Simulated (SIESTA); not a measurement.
## Ba in SIESTA: convergence with k mesh

Input of the first run (k mesh 2 × 1 × 1); the others differ in this setting and in those tied to it:

File Ba.fdf:

```
SystemName                      Ba
SystemLabel                     Ba
NumberOfSpecies                 1
NumberOfAtoms                   5
%block ChemicalSpeciesLabel
  1  56 Ba
%endblock ChemicalSpeciesLabel

LatticeConstant                 1.0 Ang
%block LatticeVectors
     4.5716786896     0.0000000000     0.0000000000
     0.0000000000     6.4653300056     0.0000000000
     0.0000000000     0.0000000000    24.1433573791
%endblock LatticeVectors
AtomicCoordinatesFormat         Fractional
%block AtomicCoordinatesAndAtomicSpecies
     0.5000000000     0.5000000000     0.3106444511  1  Ba
     0.0000000000     0.0000000000     0.4053222255  1  Ba
     0.5000000000     0.5000000000     0.5000000000  1  Ba
     0.0000000000     0.0000000000     0.5946777745  1  Ba
     0.5000000000     0.5000000000     0.6893555489  1  Ba
%endblock AtomicCoordinatesAndAtomicSpecies

%block kgrid.MonkhorstPack
    2   0   0  0.0
    0   1   0  0.0
    0   0   1  0.0
%endblock kgrid.MonkhorstPack
XC.Functional                   LDA
XC.Authors                      PW92
PAO.BasisSize                   DZP
PAO.EnergyShift                 0.003 Ry
Mesh.Cutoff                     500 Ry
OccupationFunction              FD
ElectronicTemperature           0.05 eV
Slab.DipoleCorrection           vacuum
MaxSCFIterations                120
SCF.MustConverge                false
SCF.Mixer.Method                Pulay
SCF.Mixer.Weight                0.25
SCF.Mixer.History               8
SCF.DM.Tolerance                5.0e-05
SCF.H.Tolerance                 1.0e-03 eV
WriteForces                     true
Charge.Mulliken                 end
%block PAO.Basis
  Ba 5
  n=5 0 2
    4.404 0.000
  n=6 0 2
    9.500 0.000
  n=5 1 2
    5.254 0.000
  n=6 1 1
    9.500
  n=5 2 1
    7.000
%endblock PAO.Basis
```

Potentials or basis: PseudoDojo 0.4 standard (LDA files), DZP (energy shift 0.003 Ry; two zetas on semicore shells; d shell added on Ba).

Launch:

```bash
$ siesta < Ba.fdf > Ba.out 2>&1
```

The slab is cut from a database's or a generator's crystal, which needn't be the stable form of the element.

Hardware: 1 thread of Intel(R) Xeon(R) Processor @ 2.50GHz (Skylake/Cascade Lake), on a shared host.

```
   k mesh  energy less the tightest run, at zero smearing (meV/atom)  largest force (eV/Å)  gap on the mesh (eV)  SCF cycles  CPU time (s)  peak memory (GiB)
2 × 1 × 1                                                    -224.84                 0.155                 0.251          13           140               0.68
2 × 2 × 1                                                    -120.29                 0.306                 0.000          12           140               0.68
3 × 2 × 1                                                      10.59                 0.274                 0.000          13           140               0.68
4 × 3 × 1                                                      -8.08                 0.270                     -          13           140               0.68
5 × 3 × 1                                                      -4.48                 0.276                 0.000          13           140               0.68
6 × 4 × 1                                                      -1.35                 0.281                 0.000          13           140               0.68
8 × 5 × 1                                                       0.00                 0.286                 0.000          14           160               0.68
```

Against the tightest run, the gap on the mesh stays within 0.01 eV from 5 × 3 × 1 on. Not settled before the last step: the energy (to 1 meV/atom), the largest force (to 0.005 eV/Å). Meshes of other sizes hit other points, so gaps and Fermi surfaces needn't settle smoothly. The tightest run that finished is the yardstick and may itself not be fully converged.

Caveat, for the tightest run too: the basis of atomic orbitals isn't converged, which shifts pressures, moduli and gaps. The run has no spin-orbit coupling, so splittings on Ba are missing.
